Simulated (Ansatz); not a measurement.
**TlGa: one candidate structure**

Where does TlGa go from the start given, litharge type (P4/nmm, No. 129)?

Program: Ansatz 0.2.0. Level of theory: DFT PBE, scalar-relativistic, plane waves, PAW. These are calculated values, not measurements.

### Step 1. The structure to begin with

Symmetry: P4/nmm, No. 129, tetragonal system. Conventional cell: a = 4.253 Å, b = 4.253 Å, c = 5.375 Å, α = 90.00°, β = 90.00°, γ = 90.00°. Tl (site symmetry 4mm) has 4 Ga at 2.47 Å as nearest neighbours. Around Ga (site symmetry -4m2) lie 4 Tl at 2.47 Å.

Structure file:

```cif
data_structure
_symmetry_space_group_name_H-M 'P4/nmm:1'
_symmetry_Int_Tables_number 129
_cell_length_a 4.2534
_cell_length_b 4.2534
_cell_length_c 5.3746
_cell_angle_alpha 90.000
_cell_angle_beta 90.000
_cell_angle_gamma 90.000
_cell_volume 97.23
loop_
_atom_site_label
_atom_site_type_symbol
_atom_site_symmetry_multiplicity
_atom_site_Wyckoff_symbol
_atom_site_fract_x
_atom_site_fract_y
_atom_site_fract_z
_atom_site_occupancy
Tl1 Tl 2 c 0.00000 0.50000 0.23510 1
Ga1 Ga 2 a 0.00000 0.00000 0.00000 1
```

(A quick probe on a coarse mesh, which set the mesh and smearing, is not shown.)

### Step 3. Coarse relaxation

File input.yaml:

```yaml
crystal:
  lattice:
    - [4.2534224273, 0.0, 0.0]
    - [0.0, 4.2534224273, 0.0]
    - [0.0, 0.0, 5.3745690997]
  atoms:
    - { symbol: Tl, position: [0.0, 0.5, 0.2351] }
    - { symbol: Tl, position: [0.5, 0.0, 0.7649] }
    - { symbol: Ga, position: [0.0, 0.0, 0.0] }
    - { symbol: Ga, position: [0.5, 0.5, 0.0] }
basis:
  ecutwfc: 420
kpoints:
  mp_grid: { grid: [4, 4, 4] }
hamiltonian:
  xc: pbe
scf:
  occupations: { method: gaussian, width: 0.1 }
  lower_state_search: "off"
output:
  forces: true
  stress: true
  eigenvalues: true
relax:
  adjacent_minimum: "off"
  f_tol: 0.04
  max_steps: 70
  cell: { stress_tol: 0.4 }
```

The run is started by

```console
> ansatz run input.yaml --threads 1 --pin off --max-ram 2560MiB --backend cpu --events-out ev --progress --plain --runs-dir out
```

The session goes on with these runs: full relaxation.

Q: Predict the outcome of this session.

As calculated:

Formation energies count from the elements, computed with the same settings in runs not shown here.

```
                          quantity                                                                      value
                              cell  a = 3.801 Å, b = 3.801 Å, c = 7.484 Å, α = 90.00°, β = 90.00°, γ = 90.00°
                       space group                                                           P4/nmm (No. 129)
                            volume                                                              27.02 Å³/atom
                   gap on the mesh                                                               none (metal)
formation energy from the elements                                                             +0.085 eV/atom
```

In words: The space group stayed P4/nmm, and from the first guess the volume went from 24.31 to 27.02 Å³/atom. The formation energy of +0.08 eV/atom is positive, so the elements lie lower than this structure; another structure of the compound can lie lower. Spin-orbit coupling is left out for Tl.
